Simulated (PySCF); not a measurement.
**C5H6OS: electronic excitations**

What electronic excitations should C5H6OS (`C#CC(=C)[S@@](C)=O`) show?

The runs use PySCF 2.14.0, with density-fitted response routines of our own; the level of theory stands in each step. All values are computed, except where a source is named. Atoms count from 0, in the outputs and in this text.

## (1) The starting structure

13 atoms, charge 0, multiplicity 1; geometry from: GFN2-xTB.

Bonds of the start (Å): C0–C1 1.20, C1–C2 1.40, C2–C3 1.32, C2–S4 1.85, S4–C5 1.85, S4–O6 1.46, C0–H7 1.05, C3–H8 1.08, C3–H9 1.08, C5–H10 1.08, C5–H11 1.09, C5–H12 1.08.

## (2) TDDFT and polarisability: B3LYP/def2-SVPD

The job: settings as JSON, then the geometry in Å.

```
{"job": {"kind": "uv", "xc": "B3LYP", "basis": "def2-SVPD", "nstates": 8, "ntriplets": 3}, "charge": 0, "multiplicity": 1}
C     -1.591219    -2.119978    -0.092929
C     -1.223080    -0.992330     0.102843
C     -0.719422     0.293310     0.340956
C     -1.316040     1.450440     0.100208
S      0.962009     0.330022     1.111817
C      1.785307    -0.290902    -0.425540
O      1.306069     1.746599     1.213513
H     -1.947874    -3.091356    -0.264381
H     -0.797063     2.363240     0.347822
H     -2.297261     1.526959    -0.336638
H      1.395283    -1.277711    -0.647030
H      2.851668    -0.337113    -0.230117
H      1.587235     0.399306    -1.238252
```

Method: TDDFT B3LYP/def2-SVPD, vertical, gas phase, core orbitals frozen in the response.

Run with:

```sh
$ OMP_NUM_THREADS=1 python probes_run.py task.json out
```

The driver reads the jobs from task.json and runs them one after another.

Output:

```text
coarse grid: 11864 points
cycle   1  E = -666.8518295231  dE =  1.168e+00  |g| = 9.229e-01  |ddm| = 1.615e+01
cycle   2  E = -665.7495122368  dE =  1.102e+00  |g| = 2.428e+00  |ddm| = 5.006e+00
cycle   3  E = -667.0076400704  dE = -1.258e+00  |g| = 2.908e-01  |ddm| = 3.278e+00
cycle   4  E = -667.0263289096  dE = -1.869e-02  |g| = 1.424e-01  |ddm| = 8.361e-01
cycle   5  E = -667.0306425028  dE = -4.314e-03  |g| = 6.652e-02  |ddm| = 3.089e-01
cycle   6  E = -667.0316524715  dE = -1.010e-03  |g| = 1.804e-02  |ddm| = 1.200e-01
cycle   7  E = -667.0317340356  dE = -8.156e-05  |g| = 5.133e-03  |ddm| = 3.590e-02
cycle   8  E = -667.0317404971  dE = -6.462e-06  |g| = 1.858e-03  |ddm| = 1.118e-02
final grid: 111232 points
cycle   9  E = -667.1260617729  dE = -3.000e-05  |g| = 6.375e-03  |ddm| = 1.490e-01
cycle  10  E = -667.1260409183  dE =  2.085e-05  |g| = 1.116e-02  |ddm| = 2.567e-02
cycle  11  E = -667.1260712869  dE = -3.037e-05  |g| = 2.084e-03  |ddm| = 1.571e-02
cycle  12  E = -667.1260722104  dE = -9.234e-07  |g| = 4.280e-04  |ddm| = 3.357e-03
cycle  13  E = -667.1260722560  dE = -4.567e-08  |g| = 1.490e-04  |ddm| = 9.937e-04
cycle  14  E = -667.1260722613  dE = -5.253e-09  |g| = 4.880e-05  |ddm| = 3.348e-04
cycle  15  E = -667.1260722618  dE = -5.645e-10  |g| = 1.467e-05  |ddm| = 1.196e-04
converged SCF energy = -667.1260722618

Static polarisability (au): isotropic 86.911, principal 62.962 88.302 109.468

Singlet excitations
state   eV       nm        f      main configurations
  1   4.3578    284.5   0.02101   H->L 0.91
  2   5.0266    246.7   0.00790   H-2->L 0.91
  3   5.4429    227.8   0.10946   H-1->L 0.46, H->L+1 0.41
  4   5.6458    219.6   0.07447   H->L+1 0.53, H-1->L 0.26
  5   5.8199    213.0   0.00321   H-1->L+1 0.84
  6   5.9529    208.3   0.01052   H->L+2 0.77, H->L+3 0.11
  7   6.0147    206.1   0.00103   H-3->L 0.87
  8   6.3399    195.6   0.04112   H->L+3 0.70, H->L+2 0.10, H-2->L+1 0.08

Triplet excitations (Tamm-Dancoff, eV): 3.4736 4.1476 4.7911
```

Wall time 44 s (1 thread, shared host).

Frontier orbitals and where they lie:

| orbital | eV | atoms |
| --- | --- | --- |
| HOMO−3 | -8.88 | C1 31 %, C0 27 %, O6 22 % |
| HOMO−2 | -7.75 | O6 44 %, C0 15 %, C1 12 % |
| HOMO−1 | -7.48 | C0 26 %, C3 20 %, C1 20 % |
| HOMO | -6.86 | O6 44 %, S4 29 %, C5 8 % |
| LUMO | -1.64 | C3 31 %, C2 21 %, C0 16 % |
| LUMO+1 | -0.29 | C0 25 %, S4 21 %, C1 21 % |
| LUMO+2 | 0.18 | S4 33 %, C5 11 %, C3 10 % |

With each of the 8 states as a Gaussian band of 0.4 eV half-width at 1/e, the curve within the window shown has maxima at 283 nm (ε 880), 224 nm (ε 7,300) L/(mol cm). Beyond the last state computed it falls off for lack of states. The curve at chosen wavelengths:

(nm, ε (L/mol/cm)): (187, 983), (193, 1776), (198, 2231), (204, 2852), (210, 4176), (216, 5988), (221, 7092), (227, 7165), (233, 5933), (238, 4448), (244, 2789), (250, 1628), (256, 995), (261, 771), (267, 724), (273, 788), (279, 857), (284, 875), (290, 829), (296, 722), (301, 604), (307, 457), (313, 324), (319, 217), (324, 149), (330, 91)

Ground-state properties from the same run:

| property | computed |
| --- | --- |
| dipole moment (D) | 3.41 |
| polarisability (Å³) | 12.88 |
| HOMO–LUMO gap (eV) | 5.22 |
| −ε(HOMO) (eV) | 6.86 |

## (3) What came out

| quantity | value |
| --- | --- |
| lowest singlet (B3LYP/def2-SVPD) | 4.36 eV (285 nm), f = 0.021 |
| brightest single state of those computed | state 3, 5.44 eV, f = 0.109 |
| lowest triplet | 3.47 eV |

The lowest singlet, at 4.36 eV, is HOMO→LUMO 0.91 and is weak; of the 8 states computed, the strongest absorption comes from state 3 at 5.44 eV. The lowest triplet lies 0.88 eV below the lowest singlet (triplets in Tamm-Dancoff, singlets in full TDDFT).
